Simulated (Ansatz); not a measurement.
# Ru: the cost of one run

Computed with Ansatz 0.2.0 (DFT r2SCAN, scalar-relativistic, plane waves, PAW, unless a step's input says otherwise).

## 1. The system as given

It takes space group P6_3/mmc (No. 194, hexagonal). The conventional cell has a = 2.706 Å, b = 2.706 Å, c = 4.282 Å, α = 90.00°, β = 90.00°, γ = 120.00°. Ru (site symmetry -6m2) is surrounded by 12 Ru at 2.65 to 2.71 Å.

As a file:

```
Ru
1.0
     2.70580    0.00000    0.00000
    -1.35290    2.34329    0.00000
     0.00000    0.00000    4.28190
Ru
2
Direct
  0.33333 0.66667 0.25000
  0.66667 0.33333 0.75000
```

The cell is taken as given, not relaxed at this level.

## 2. The reference cell

Reference values: F = -11781.4176 eV; pressure -2.04 GPa; largest force 0.000 eV/Å; gap on the mesh none (metal). It was computed beforehand with the settings of the runs below.

## 3. The scan: a two-dimensional strain map

The cell is strained by p along both x and y and by q along z, with fractional coordinates fixed.

## 4. At p = -0.080, q = -0.080

input.yaml

```yaml
crystal:
  lattice:
    - [2.4893353875, 0.0, 0.0]
    - [-1.2446676937, 2.1558276841, 0.0]
    - [0.0, 0.0, 3.939348]
  atoms:
    - { symbol: Ru, position: [0.3333333333, 0.6666666667, 0.25] }
    - { symbol: Ru, position: [0.6666666667, 0.3333333333, 0.75] }
basis:
  ecutwfc: 500
kpoints:
  mp_grid: { grid: [24, 24, 12] }
hamiltonian:
  xc: r2scan
scf:
  occupations: { method: gaussian, width: 0.15 }
output:
  forces: true
  stress: true
  eigenvalues: true
```

Command:

```bash
ansatz run input.yaml --threads 1 --pin off --max-ram 2560MiB --backend cpu --events-out ev --progress --plain --runs-dir out
```

What time and memory should one allow on 1 thread of Intel Xeon Platinum 8259CL at 2.50GHz (Skylake/Cascade Lake), shared host?

About 22 s, with a peak of 0.56 GiB.
